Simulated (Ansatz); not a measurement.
# Mo: one contact scaled

Aim: change the length of one contact in Mo (Mo1–Mo2) by moving its two atoms, all else held, and follow energy and force. Methods of the runs shown: PAW. Its runs: shortest bond scaled by 1 (PAW); shortest bond scaled by 1.1 (PAW); shortest bond scaled by 0.94 (PAW); shortest bond scaled by 0.76 (PAW); shortest bond scaled by 0.7 (PAW and PAW (cutoff 600 eV)).

Method: DFT, LDA, PAW with Ansatz's default frozen-core files, scalar-relativistic, in Ansatz 0.2.0.

### 1 Starting point

It takes space group P6_3/mmc (No. 194, hexagonal). Conventional cell: a = 2.825 Å, b = 2.825 Å, c = 4.577 Å, α = 90.00°, β = 90.00°, γ = 120.00°. Around Mo (site symmetry -6m2) lie 12 Mo at 2.81 to 2.83 Å.

Structure file:

```
Mo
1.0
     2.82523    0.00000    0.00000
    -1.41262    2.44672    0.00000
     0.00000    0.00000    4.57688
Mo
2
Direct
  0.33333 0.66667 0.25000
  0.66667 0.33333 0.75000
```

Atoms are numbered in the order of the input: Mo1, Mo2.

### 2 Shortest bond scaled by 1, PAW

Input file input.yaml:

```yaml
crystal:
  lattice:
    - [2.8252342238, 0.0, 0.0]
    - [-1.4126171119, 2.4467246095, 0.0]
    - [0.0, 0.0, 4.5768794426]
  atoms:
    - { symbol: Mo, position: [0.3333333333, 0.6666666667, 0.25] }
    - { symbol: Mo, position: [0.6666666667, 0.3333333333, 0.75] }
kpoints:
  mp_grid: { grid: [12, 12, 7] }
scf:
  occupations: { method: fermi_dirac, width: 0.05 }
hamiltonian:
  xc: lda
  pseudopotentials: { kind: paw }
output:
  forces: true
  stress: true
  eigenvalues: true
  populations: true
```

Launch:

```sh
> ansatz run input.yaml --threads 1 --pin off --max-ram 2048MiB --backend cpu --events-out ev --progress --plain --runs-dir out
```

What it wrote, cut to the lines that bear on the results:

```text
[...]
Pseudopotentials: kind: paw
Pseudopotential: Mo, paw, valence charge 14, recommended cutoff 420 eV (normal)
Functional definition: SPW92
[...]
Crystal: 2 atoms, lattice volume = 31.638 Å³
Basis set: ecut = 420 eV, 615 PW (Γ)
Bands: 18, of which v1, the nominal top of the filled ones, is band 14 counted from 1 (13 counted from 0)
Symmetry: 24 space group operations
Space group: P63/mmc (ITA 194), of the structure as read, at distance tolerance 3.2e-5 Å
k-points: 76 of 1008
[...]
SCF iter   1: F=—  HF=-9684.751730 eV  |F-HF|=—  |Δ(HF+E_count)|=         —  Δρ=9.84e-3  dr2=1.99e-2  ethr=1.77e-3  ⟨swp⟩=5.4  Hψ=6306  notcnv=0
[...]
SCF iter   6: F=-9684.746395 eV  HF=-9684.746395 eV  |F-HF|=5.80e-10  |Δ(HF+E_count)|=   3.07e-9  Δρ=3.38e-6  dr2=1.61e-9  ethr=1.52e-10  ⟨swp⟩=2.0  Hψ=4344  notcnv=0
[...]
SCF converged after 6 iterations
Free energy (F): -9684.746395 eV
[...]
E sigma→0 (E₀):  -9684.732734 eV
Entropy (-TS):   -0.027321 eV (-13.660 meV/atom)
Fermi energy:    20.138770 eV
[...]
--- Forces (eV/Å), atoms counted from 1 ---
  atom   1  Mo     0.00000000    -0.00000000     0.00000000
  atom   2  Mo     0.00000000     0.00000000     0.00000000
[...]
--- Stress (GPa, compression-positive) ---
      -10.373023       0.000000       0.000000
        0.000000     -10.373023       0.000000
        0.000000       0.000000      -8.050616
  P = ⅓ Tr σ = -9.5989 GPa (-95.989 kbar)
--- Band table (eV; the first three rows and the last of 76) ---
  k-point 0: bands = ["-40.4326", "-40.1859", "-15.1642", "-13.9889", "-13.9889", "-13.8028", "-13.8028", "-13.7701", "13.3230", "15.4079", "19.4044", "19.4214", "19.4214", "20.1476", "20.1476", "20.9823", "20.9823", "21.8320"]
[...]
--- Löwdin populations: 2 sites ---
  site symbol       q [e]
     0     Mo     13.9430
     1     Mo     13.9430
  spilling = 0.004075 (of n_electrons = 28.000000)
```

Run time: 2.3 s. Hardware: 1 thread of Arm Neoverse V2, shared host; peak memory 0.3 GiB.

Result: pressure -9.60 GPa; no gap.

### 3 Shortest bond scaled by 1.1, PAW

input.yaml: that of step 2 with these lines changed.

```diff
@@ -6,4 +6,4 @@
   atoms:
-    - { symbol: Mo, position: [0.3333333333, 0.6666666667, 0.25] }
-    - { symbol: Mo, position: [0.6666666667, 0.3333333333, 0.75] }
+    - { symbol: Mo, position: [0.3666666667, 0.6833333333, 0.275] }
+    - { symbol: Mo, position: [0.6333333333, 0.3166666667, 0.725] }
 kpoints:
```

Launch:

```sh
> ansatz run input.yaml --threads 1 --pin off --max-ram 2048MiB --backend cpu --events-out ev --progress --plain --runs-dir out
```

What it wrote, cut to the lines that bear on the results:

```text
[...]
[... 3 set-up lines as earlier in the session ...]
[...]
Crystal: 2 atoms, lattice volume = 31.638 Å³
Basis set: ecut = 420 eV, 615 PW (Γ)
Bands: 18, of which v1, the nominal top of the filled ones, is band 14 counted from 1 (13 counted from 0)
Symmetry: 4 space group operations
Space group: C2/m (ITA 12), of the structure as read, at distance tolerance 3.2e-5 Å
k-points: 277 of 1008
[...]
SCF iter   1: F=—  HF=-9684.551468 eV  |F-HF|=—  |Δ(HF+E_count)|=         —  Δρ=1.22e-2  dr2=2.98e-2  ethr=1.77e-3  ⟨swp⟩=5.4  Hψ=23144  notcnv=0
[...]
SCF iter   6: F=-9684.543371 eV  HF=-9684.543371 eV  |F-HF|=4.14e-8  |Δ(HF+E_count)|=   2.85e-6  Δρ=1.76e-5  dr2=6.63e-8  ethr=3.57e-10  ⟨swp⟩=3.3  Hψ=21624  notcnv=0
[...]
SCF converged after 6 iterations
Free energy (F): -9684.543371 eV
[...]
E sigma→0 (E₀):  -9684.528833 eV
Entropy (-TS):   -0.029076 eV (-14.538 meV/atom)
Fermi energy:    20.117695 eV
[...]
--- Forces (eV/Å), atoms counted from 1 ---
  atom   1  Mo     0.27666347     0.15973173    -1.61614370
  atom   2  Mo    -0.27666347    -0.15973173     1.61614370
[...]
--- Stress (GPa, compression-positive) ---
       -3.700229      -3.625332      -2.596990
       -3.625332       0.485944      -1.499373
       -2.596993      -1.499375     -10.103168
  P = ⅓ Tr σ = -4.4392 GPa (-44.392 kbar)
--- Band table (eV; the first three rows and the last of 277) ---
  k-point 0: bands = ["-40.4392", "-40.1101", "-15.2401", "-14.0311", "-13.9556", "-13.8248", "-13.6857", "-13.6532", "13.3745", "15.2675", "19.0419", "19.1399", "19.4004", "19.7997", "19.9976", "20.9775", "21.7067", "22.2971"]
[...]
--- Löwdin populations: 2 sites ---
  site symbol       q [e]
     0     Mo     13.9461
     1     Mo     13.9461
  spilling = 0.003853 (of n_electrons = 28.000000)
```

Wall time 8.1 s (1 thread of Arm Neoverse V2, shared host); peak memory 0.38 GiB.

This run gives: pressure -4.44 GPa; no gap; largest force 1.647 eV/Å.

### 4 Shortest bond scaled by 0.94, PAW

input.yaml: that of step 3 with these lines changed.

```diff
@@ -6,4 +6,4 @@
   atoms:
-    - { symbol: Mo, position: [0.3666666667, 0.6833333333, 0.275] }
-    - { symbol: Mo, position: [0.6333333333, 0.3166666667, 0.725] }
+    - { symbol: Mo, position: [0.3133333333, 0.6566666667, 0.235] }
+    - { symbol: Mo, position: [0.6866666667, 0.3433333333, 0.765] }
 kpoints:
@@ -20 +20,5 @@
   populations: true
+  write_density: true
+  write_potential: true
+  elf: true
+  volumetric_format: npy
```

Launch:

```sh
> ansatz run input.yaml --threads 1 --pin off --max-ram 2048MiB --backend cpu --events-out ev --progress --plain --runs-dir out
```

What it wrote, cut to the lines that bear on the results:

```text
[...]
[... 3 set-up lines as earlier in the session ...]
[...]
Crystal: 2 atoms, lattice volume = 31.638 Å³
Basis set: ecut = 420 eV, 615 PW (Γ)
Bands: 18, of which v1, the nominal top of the filled ones, is band 14 counted from 1 (13 counted from 0)
[... 2 set-up lines as earlier in the session ...]
k-points: 277 of 1008
[...]
SCF iter   1: F=—  HF=-9684.664365 eV  |F-HF|=—  |Δ(HF+E_count)|=         —  Δρ=1.10e-2  dr2=2.39e-2  ethr=1.77e-3  ⟨swp⟩=5.4  Hψ=23016  notcnv=0
[...]
SCF iter   7: F=-9684.657747 eV  HF=-9684.657747 eV  |F-HF|=1.25e-9  |Δ(HF+E_count)|=   2.26e-8  Δρ=3.42e-6  dr2=2.40e-9  ethr=3.57e-10  ⟨swp⟩=7.1  Hψ=27334  notcnv=0
[...]
SCF converged after 7 iterations
Free energy (F): -9684.657747 eV
[...]
E sigma→0 (E₀):  -9684.643662 eV
Entropy (-TS):   -0.028171 eV (-14.086 meV/atom)
Fermi energy:    20.128968 eV
[...]
--- Forces (eV/Å), atoms counted from 1 ---
  atom   1  Mo    -0.05012312    -0.02893860     1.21975678
  atom   2  Mo     0.05012312     0.02893860    -1.21975678
[...]
--- Stress (GPa, compression-positive) ---
       -6.714177       0.814809      -1.543804
        0.814809      -7.655037      -0.891316
       -1.543805      -0.891316      -8.974317
  P = ⅓ Tr σ = -7.7812 GPa (-77.812 kbar)
--- Band table (eV; the first three rows and the last of 277) ---
  k-point 0: bands = ["-40.4310", "-40.1550", "-15.1894", "-14.0047", "-13.9689", "-13.8113", "-13.7587", "-13.7191", "13.3421", "15.3598", "19.2993", "19.3060", "19.4272", "19.9219", "20.1190", "20.9075", "21.3700", "21.9973"]
[...]
--- Löwdin populations: 2 sites ---
  site symbol       q [e]
     0     Mo     13.9448
     1     Mo     13.9448
  spilling = 0.003941 (of n_electrons = 28.000000)
```

Wall time 9 s (1 thread of Arm Neoverse V2, shared host); peak memory 0.37 GiB.

Result: pressure -7.78 GPa; no gap; largest force 1.221 eV/Å.

The fields are shown in the conventional cell of this run's space group, carried over from its grid by interpolation.

Density in a lattice plane of the grid's cell (edges 4.89 and 4.58 Å, at 0.000 of the third edge), which holds Mo.

Ten even steps from '0' (0.16 e/Å³) to '9' (6.59 e/Å³):
```
000000112210000000000000
000001356542100000000000
000013689974200000000000
000014799996200000000000
000014799985200000000000
000002478763100000000000
000001233321000000000000
000000001100000000000000
000000000000000000000000
000000000000000110000000
000000000000012333210000
000000000000136787420000
000000000000258999741000
000000000000269999741000
000000000000247998631000
000000000000124565310000
000000000000001221100000
000000000000000000000000
```
Columns run along the first of these edges and rows up along the second, over one cell in 24 and 18 even steps from the bottom left corner. Atoms in the plane (fractional): Mo at (0.66, 0.23), Mo at (0.34, 0.77).

ELF in the same plane.

Values, 12 rows by 12 columns:
```
0.34 0.29 0.21 0.47 0.65 0.56 0.29 0.35 0.41 0.41 0.37 0.32
0.35 0.25 0.35 0.72 0.63 0.73 0.49 0.27 0.43 0.38 0.31 0.30
0.37 0.25 0.44 0.71 0.33 0.65 0.56 0.23 0.39 0.35 0.30 0.31
0.35 0.25 0.32 0.71 0.73 0.74 0.40 0.27 0.45 0.40 0.32 0.30
0.33 0.28 0.20 0.35 0.50 0.40 0.23 0.37 0.47 0.44 0.36 0.32
0.33 0.33 0.30 0.26 0.23 0.25 0.28 0.25 0.23 0.26 0.30 0.33
0.33 0.32 0.36 0.44 0.47 0.37 0.23 0.40 0.50 0.35 0.20 0.28
0.35 0.30 0.32 0.40 0.45 0.27 0.40 0.74 0.73 0.71 0.32 0.25
0.37 0.31 0.30 0.35 0.39 0.23 0.56 0.65 0.33 0.71 0.44 0.25
0.35 0.30 0.31 0.38 0.43 0.27 0.49 0.73 0.63 0.72 0.35 0.25
0.34 0.32 0.37 0.41 0.41 0.35 0.29 0.56 0.65 0.47 0.21 0.29
0.35 0.35 0.30 0.24 0.24 0.26 0.30 0.26 0.24 0.24 0.30 0.35
```
Columns run along the first of these edges and rows up along the second, over one cell in 12 and 12 even steps from the bottom left corner. Atoms in the plane (fractional): Mo at (0.66, 0.23), Mo at (0.34, 0.77).

Both are smooth fields of the valence electrons: close to the nuclei they are not physical.

The highest ELF values outside the cores: 0.49 between the atoms, 1.7 Å from Mo.

### 5 Shortest bond scaled by 0.76, PAW

Input file input.yaml:

```yaml
crystal:
  lattice:
    - [2.8252342238, 0.0, 0.0]
    - [-1.4126171119, 2.4467246095, 0.0]
    - [0.0, 0.0, 4.5768794426]
  atoms:
    - { symbol: Mo, position: [0.2533333333, 0.6266666667, 0.19] }
    - { symbol: Mo, position: [0.7466666667, 0.3733333333, 0.81] }
kpoints:
  mp_grid: { grid: [12, 12, 7] }
scf:
  occupations: { method: fermi_dirac, width: 0.05 }
hamiltonian:
  xc: lda
  pseudopotentials: { kind: paw }
output:
  forces: true
  stress: true
  eigenvalues: true
  populations: true
```

Launch:

```sh
> ansatz run input.yaml --threads 1 --pin off --max-ram 2048MiB --backend cpu --events-out ev --progress --plain --runs-dir out
```

What it wrote, cut to the lines that bear on the results:

```text
[...]
[... 3 set-up lines as earlier in the session ...]
[...]
Crystal: 2 atoms, lattice volume = 31.638 Å³
Basis set: ecut = 420 eV, 615 PW (Γ)
Bands: 18, of which v1, the nominal top of the filled ones, is band 14 counted from 1 (13 counted from 0)
[... 2 set-up lines as earlier in the session ...]
k-points: 277 of 1008
[...]
SCF iter   1: F=—  HF=-9683.540479 eV  |F-HF|=—  |Δ(HF+E_count)|=         —  Δρ=1.74e-2  dr2=8.62e-2  ethr=1.77e-3  ⟨swp⟩=5.6  Hψ=24256  notcnv=0
[...]
SCF iter   7: F=-9683.518644 eV  HF=-9683.518644 eV  |F-HF|=6.37e-11  |Δ(HF+E_count)|=   1.53e-8  Δρ=4.07e-6  dr2=2.44e-9  ethr=3.57e-10  ⟨swp⟩=5.2  Hψ=19133  notcnv=0
[...]
SCF converged after 7 iterations
Free energy (F): -9683.518644 eV
[...]
E sigma→0 (E₀):  -9683.509884 eV
Entropy (-TS):   -0.017520 eV (-8.760 meV/atom)
Fermi energy:    20.238170 eV
[...]
--- Forces (eV/Å), atoms counted from 1 ---
  atom   1  Mo     1.42332087     0.82175469     5.23361446
  atom   2  Mo    -1.42332087    -0.82175469    -5.23361446
[...]
--- Stress (GPa, compression-positive) ---
       27.174158       0.570060       7.799214
        0.570060      26.515909       4.502878
        7.799216       4.502879      26.174376
  P = ⅓ Tr σ = 26.6215 GPa (266.215 kbar)
--- Band table (eV; the first three rows and the last of 277) ---
  k-point 0: bands = ["-40.7635", "-39.8059", "-16.1081", "-14.3079", "-13.8442", "-13.8195", "-13.8075", "-12.8334", "13.5141", "14.5845", "17.5726", "18.3648", "18.4999", "18.7126", "20.3253", "21.1341", "23.2458", "23.3383"]
[...]
--- Löwdin populations: 2 sites ---
  site symbol       q [e]
     0     Mo     13.9463
     1     Mo     13.9463
  spilling = 0.003836 (of n_electrons = 28.000000)
```

Run time: 8.4 s. Hardware: 1 thread of Arm Neoverse V2, shared host; peak memory 0.38 GiB.

This run gives: pressure 26.62 GPa; no gap; largest force 5.486 eV/Å.

### 6 Shortest bond scaled by 0.7, PAW

input.yaml: that of step 5 with these lines changed.

```diff
@@ -6,4 +6,4 @@
   atoms:
-    - { symbol: Mo, position: [0.2533333333, 0.6266666667, 0.19] }
-    - { symbol: Mo, position: [0.7466666667, 0.3733333333, 0.81] }
+    - { symbol: Mo, position: [0.2333333333, 0.6166666667, 0.175] }
+    - { symbol: Mo, position: [0.7666666667, 0.3833333333, 0.825] }
 kpoints:
```

Launch:

```sh
> ansatz run input.yaml --threads 1 --pin off --max-ram 2048MiB --backend cpu --events-out ev --progress --plain --runs-dir out
```

What it wrote, cut to the lines that bear on the results:

```text
[...]
[... 3 set-up lines as earlier in the session ...]
[...]
Crystal: 2 atoms, lattice volume = 31.638 Å³
Basis set: ecut = 420 eV, 615 PW (Γ)
Bands: 18, of which v1, the nominal top of the filled ones, is band 14 counted from 1 (13 counted from 0)
[... 2 set-up lines as earlier in the session ...]
k-points: 277 of 1008
[...]
SCF iter   1: F=—  HF=-9682.301292 eV  |F-HF|=—  |Δ(HF+E_count)|=         —  Δρ=2.59e-2  dr2=2.82e-1  ethr=1.77e-3  ⟨swp⟩=5.8  Hψ=24221  notcnv=0
[...]
SCF iter   7: F=-9682.227624 eV  HF=-9682.227624 eV  |F-HF|=3.08e-9  |Δ(HF+E_count)|=   6.46e-8  Δρ=6.25e-6  dr2=2.82e-9  ethr=3.57e-10  ⟨swp⟩=5.4  Hψ=20278  notcnv=0
[...]
SCF converged after 7 iterations
Free energy (F): -9682.227624 eV
[...]
E sigma→0 (E₀):  -9682.219526 eV
Entropy (-TS):   -0.016194 eV (-8.097 meV/atom)
Fermi energy:    20.416060 eV
[...]
--- Forces (eV/Å), atoms counted from 1 ---
  atom   1  Mo     3.34419533     1.93077207    10.26546414
  atom   2  Mo    -3.34419533    -1.93077207   -10.26546414
[...]
--- Stress (GPa, compression-positive) ---
       47.985515       5.480349      23.786106
        5.480349      41.657352      13.732915
       23.786116      13.732921      65.470551
  P = ⅓ Tr σ = 51.7045 GPa (517.045 kbar)
--- Band table (eV; the first three rows and the last of 277) ---
  k-point 0: bands = ["-41.2931", "-39.5926", "-17.1792", "-14.3944", "-14.0856", "-14.0651", "-13.7315", "-12.1355", "13.3737", "14.0361", "16.8248", "17.5124", "17.8065", "18.5296", "20.2641", "21.4358", "23.4130", "24.2848"]
[...]
--- Löwdin populations: 2 sites ---
  site symbol       q [e]
     0     Mo     13.9391
     1     Mo     13.9391
  spilling = 0.004347 (of n_electrons = 28.000000)
```

Wall time 9 s (1 thread of Arm Neoverse V2, shared host); peak memory 0.38 GiB.

This run gives: pressure 51.70 GPa; no gap; largest force 10.968 eV/Å.

### 7 Shortest bond scaled by 0.7, PAW (cutoff 600 eV)

input.yaml: that of step 6 with these lines changed.

```diff
@@ -19,2 +19,3 @@
   eigenvalues: true
-  populations: true
+basis:
+  ecutwfc: 600
```

Launch:

```sh
> ansatz run input.yaml --threads 1 --pin off --max-ram 2048MiB --backend cpu --events-out ev --progress --plain --runs-dir out
```

What it wrote, cut to the lines that bear on the results:

```text
[...]
[... 3 set-up lines as earlier in the session ...]
[...]
Crystal: 2 atoms, lattice volume = 31.638 Å³
Basis set: ecut = 600 eV, 1087 PW (Γ)
Bands: 18, of which v1, the nominal top of the filled ones, is band 14 counted from 1 (13 counted from 0)
[... 2 set-up lines as earlier in the session ...]
k-points: 277 of 1008
[...]
SCF iter   1: F=—  HF=-9682.302108 eV  |F-HF|=—  |Δ(HF+E_count)|=         —  Δρ=2.59e-2  dr2=2.82e-1  ethr=1.77e-3  ⟨swp⟩=5.9  Hψ=24392  notcnv=0
[...]
SCF iter   7: F=-9682.228468 eV  HF=-9682.228468 eV  |F-HF|=3.06e-9  |Δ(HF+E_count)|=   6.81e-8  Δρ=6.55e-6  dr2=2.98e-9  ethr=3.57e-10  ⟨swp⟩=5.6  Hψ=21348  notcnv=0
[...]
SCF converged after 7 iterations
Free energy (F): -9682.228468 eV
[...]
E sigma→0 (E₀):  -9682.220371 eV
Entropy (-TS):   -0.016194 eV (-8.097 meV/atom)
Fermi energy:    20.416007 eV
[...]
--- Forces (eV/Å), atoms counted from 1 ---
  atom   1  Mo     3.34329483     1.93025217    10.26362159
  atom   2  Mo    -3.34329483    -1.93025217   -10.26362159
[...]
--- Stress (GPa, compression-positive) ---
       47.978826       5.477754      23.778807
        5.477754      41.653660      13.728700
       23.778818      13.728707      65.454843
  P = ⅓ Tr σ = 51.6958 GPa (516.958 kbar)
--- Band table (eV; the first three rows and the last of 277) ---
  k-point 0: bands = ["-41.2935", "-39.5930", "-17.1794", "-14.3945", "-14.0857", "-14.0652", "-13.7317", "-12.1357", "13.3735", "14.0360", "16.8248", "17.5123", "17.8065", "18.5296", "20.2641", "21.4358", "23.4129", "24.2846"]
[...]
```

It took 10 s on 1 thread of Arm Neoverse V2, shared host; peak memory 0.45 GiB.

This run gives: pressure 51.70 GPa; no gap; largest force 10.966 eV/Å.

### 8 Side by side

Force along the bond: half the difference of the two atoms' forces, positive where it pushes them apart.

| method | length (Å) | F from the given length (eV/cell) | force along the bond (eV/Å) | pressure (GPa) | largest force (eV/Å) |
| --- | --- | --- | --- | --- | --- |
| PAW | 1.967 | 2.519 | 10.601 | 51.70 | 10.968 |
| PAW | 2.136 | 1.228 | 5.216 | 26.62 | 5.486 |
| PAW | 2.642 | 0.089 | 0.960 | -7.78 | 1.221 |
| PAW | 2.810 | 0.000 | 0.000 | -9.60 | 0.000 |
| PAW | 3.091 | 0.203 | -1.131 | -4.44 | 1.647 |
| PAW (cutoff 600 eV) | 1.967 | – | 10.599 | 51.70 | 10.966 |

### 9 Results

```
                                                              quantity       value
                force along the bond, positive apart, at 1.967 Å (PAW)  10.60 eV/Å
force along the bond, positive apart, at 1.967 Å (PAW (cutoff 600 eV))  10.60 eV/Å
                                  length at zero force (straight line)      2.81 Å
```

What this shows: At 1.97 Å the force along the bond is 10.60 eV/Å by PAW, and the energy stands 2.52 eV over the given length. A straight line between 2.64 and 2.81 Å puts zero force near 2.81 Å, a rough figure over so wide a step. There symmetry makes it vanish whatever the lattice constant, so this is no computed equilibrium length. With two atoms in the cell whole sublattices move, so the other contacts between the two sublattices change too; at scales over 1 some of them become the shortest.
